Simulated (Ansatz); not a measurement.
Consider a check of PAW against all-electron LAPW of Tc3Sn, space group Fm-3m (Ansatz 0.2.0 through its Python package).

The script, `tc3sn_paw_lapw.py`:
```python
"""PAW against all-electron LAPW for Tc3Sn."""

import ansatz
import numpy as np


def count_gap(report):
    # lowest empty less highest filled band, counting bands; zero where they overlap
    return max(report.get("gap_by_band_count_ev") or 0.0, 0.0)

lattice = ansatz.Lattice.of(
    [0.0, 3.17219, 3.17219],
    [3.17219, 0.0, 3.17219],
    [3.17219, 3.17219, 0.0],
)
sites = [
    ("Tc", [0.25, 0.25, 0.25]),
    ("Tc", [0.75, 0.75, 0.75]),
    ("Tc", [0.5, 0.5, 0.5]),
    ("Sn", [0.0, 0.0, 0.0]),
]
xtal = ansatz.Crystal(lattice=lattice)
for symbol, position in sites:
    xtal = xtal.atom(symbol, position)

setup = (
    xtal.calculation()
    .functional("PBE")
    .kpoints(mesh=(6, 6, 6))
    .occupations("Gaussian", width=100 * ansatz.meV)
    .scf(tolerance=1e-10)
    .stress()
    .forces()
    .band_table()
)
variants = {
    "PAW": setup.pseudopotentials("paw"),
    "LAPW": setup.pseudopotentials("all_electron", lapw=True),
}
# totals differ by the cores that each treatment holds, so compare what does not depend on them
rows = []
for label, variant in variants.items():
    data = variant.run(threads=1, backend="cpu").report
    levels = np.array(data["eigenvalues_ev"][0]) - data["fermi_energy_ev"]
    print(label, "levels at the first k-point near E_F:", np.round(levels[np.abs(levels) < 5], 3))
    rows.append((label, data["n_electrons"], np.trace(data["stress_gpa"]) / 3, count_gap(data)))
print("     treatment  electrons in bands           P GPa  gap by band count eV")
for row in rows:
    print(f"{str(row[0]):>14s}  {row[1]:18.1f}  {row[2]:14.3f}  {row[3]:20.3f}")
```

How well do the two treatments of the cores agree on the pressure?

PAW gives -1.714 GPa and LAPW -1.722 GPa, 0.008 GPa apart. They took 2.4 and 30.7 s of processor time.

The output:

`python tc3sn_paw_lapw.py` gives:
```text
DeckWarning: basis.ecutwfc = 500 eV, auto-derived from the records' recommended cutoffs: set by Tc (normal level)
PAW levels at the first k-point near E_F: [-4.339 -4.339 -4.324 -4.324 -4.324 -2.582 -2.582 -2.582  0.686  0.686
  0.688  0.688  0.688  1.427  1.427  2.17   4.955  4.955]
LAPW levels at the first k-point near E_F: [-4.339 -4.339 -4.323 -4.323 -4.323 -2.582 -2.582 -2.582  0.686  0.686
  0.688  0.688  0.688  1.427  1.427  2.169  4.954  4.954  4.954]
     treatment  electrons in bands           P GPa  gap by band count eV
           PAW                59.0          -1.714                 0.000
          LAPW               115.0          -1.722                 0.000
```
(Warnings from the package without file and line.)

What to keep in mind:
- The computed bands are complete only to about 1.9 eV above the Fermi level.
- The mesh is modest for a metal, so energies can be off by several to tens of meV an atom and pressures by half a GPa or more; differences at equal mesh fare better.
- A gap by band count of zero or less means overlapping bands, a metal, and at an odd count of electrons it is no gap at all.
- The structure comes from a database of computed cells and needn't be a stable or known phase.
- Levels are Kohn-Sham eigenvalues on this mesh, without spin-orbit coupling.
- Pressure is positive in compression; the treatments may keep other shells as core, so totals and counts of electrons can differ.
- Finished in 34 s on 1 thread of Intel(R) Xeon(R) Processor @ 2.30GHz (shared host), peak memory 0.76 GiB.
